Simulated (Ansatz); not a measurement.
# Sn: stress in a strained cell

Sn is deformed so: zz strain of +3 %. What stress and forces result, by LAPW, PAW and all-electron datasets made for the crystal?

Method: DFT PBEsol, scalar-relativistic, in Ansatz 0.2.0.

## (1) Starting point

The structure is tetragonal, space group I4/mmm (No. 139). Conventional cell: a = 3.182 Å, b = 3.182 Å, c = 5.831 Å, α = 90.00°, β = 90.00°, γ = 90.00°. Around Sn (site symmetry 4/mmm) lie 4 Sn at 3.18 Å.

Structure file:

```cif
data_structure
_symmetry_space_group_name_H-M 'I4/mmm'
_symmetry_Int_Tables_number 139
_cell_length_a 3.1815
_cell_length_b 3.1815
_cell_length_c 5.8313
_cell_angle_alpha 90.000
_cell_angle_beta 90.000
_cell_angle_gamma 90.000
_cell_volume 59.02
loop_
_atom_site_label
_atom_site_type_symbol
_atom_site_symmetry_multiplicity
_atom_site_Wyckoff_symbol
_atom_site_fract_x
_atom_site_fract_y
_atom_site_fract_z
_atom_site_occupancy
Sn1 Sn 2 a 0.00000 0.00000 0.00000 1
```

The file gives the conventional cell by its symmetry; the runs use the cell typed in the input.

## (2) The deformed structure

Space group I4/mmm before, I4/mmm after.

## (3) Full-potential LAPW

Input file input.yaml:

```yaml
crystal:
  lattice:
    - [-1.59075, 1.59075, 3.0031195]
    - [1.59075, -1.59075, 3.0031195]
    - [1.59075, 1.59075, -3.0031195]
  atoms:
    - { symbol: Sn, position: [0.0, 0.0, 0.0] }
kpoints:
  mp_grid: { grid: [18, 18, 18] }
  band_path:
    path:
      - [0.0, 0.0, 0.0]
      - [0.0, 0.0, 0.5]
      - [0.25, 0.25, 0.25]
      - [0.0, 0.5, 0.0]
      - [0.0, 0.0, 0.0]
      - [0.5, 0.5, -0.5]
      - [0.3201453109, 0.6798546891, -0.3201453109]
      - [-0.3201453109, 0.3201453109, 0.3201453109]
      - [0.0, 0.0, 0.0]
    npoints: 5
scf:
  occupations: { method: fermi_dirac, width: 0.03 }
hamiltonian:
  xc: pbesol
  pseudopotentials: { kind: all_electron, lapw: { basis_error: 0.001 } }
output:
  forces: true
  stress: true
  eigenvalues: true
```

Started as:

```sh
ansatz run input.yaml --threads 1 --pin off --max-ram 3072MiB --backend cpu --events-out ev --progress --plain --runs-dir out
```

## (4) Frozen-core PAW

Input file input.yaml:

```yaml
crystal:
  lattice:
    - [-1.59075, 1.59075, 3.0031195]
    - [1.59075, -1.59075, 3.0031195]
    - [1.59075, 1.59075, -3.0031195]
  atoms:
    - { symbol: Sn, position: [0.0, 0.0, 0.0] }
kpoints:
  mp_grid: { grid: [18, 18, 18] }
scf:
  occupations: { method: fermi_dirac, width: 0.03 }
hamiltonian:
  xc: pbesol
  pseudopotentials: { kind: paw }
output:
  forces: true
  stress: true
  eigenvalues: true
  efg: { contact_densities: true }
  write_density: true
  write_potential: true
  elf: true
  volumetric_format: npy
```

## (5) All-electron PAW on datasets made for the crystal

Edit input.yaml of step 4 so:

```diff
@@ -13,3 +13,3 @@
   xc: pbesol
-  pseudopotentials: { kind: paw }
+  pseudopotentials: { kind: all_electron, datasets: crystal }
 output:
@@ -19,5 +19 @@
   efg: { contact_densities: true }
-  write_density: true
-  write_potential: true
-  elf: true
-  volumetric_format: npy
```

(Steps that only read results are left out.)

Q: Predict the outcome of this session. Wanted: pressure; largest shear or deviatoric stress.

The runs gave:

| quantity | value |
| --- | --- |
| pressure | LAPW -4.78, PAW -4.79, crystal datasets -4.78 GPa |
| largest shear or deviatoric stress (LAPW) | 1.75 GPa |

The largest part of the stress beyond the pressure is 1.75 GPa in size, in the zz component. No run of the undeformed cell stands beside it, so the pressure holds what the given cell had before the change. PAW: stress within 0.01 GPa of LAPW. Crystal datasets: stress within 0.01 GPa of LAPW.
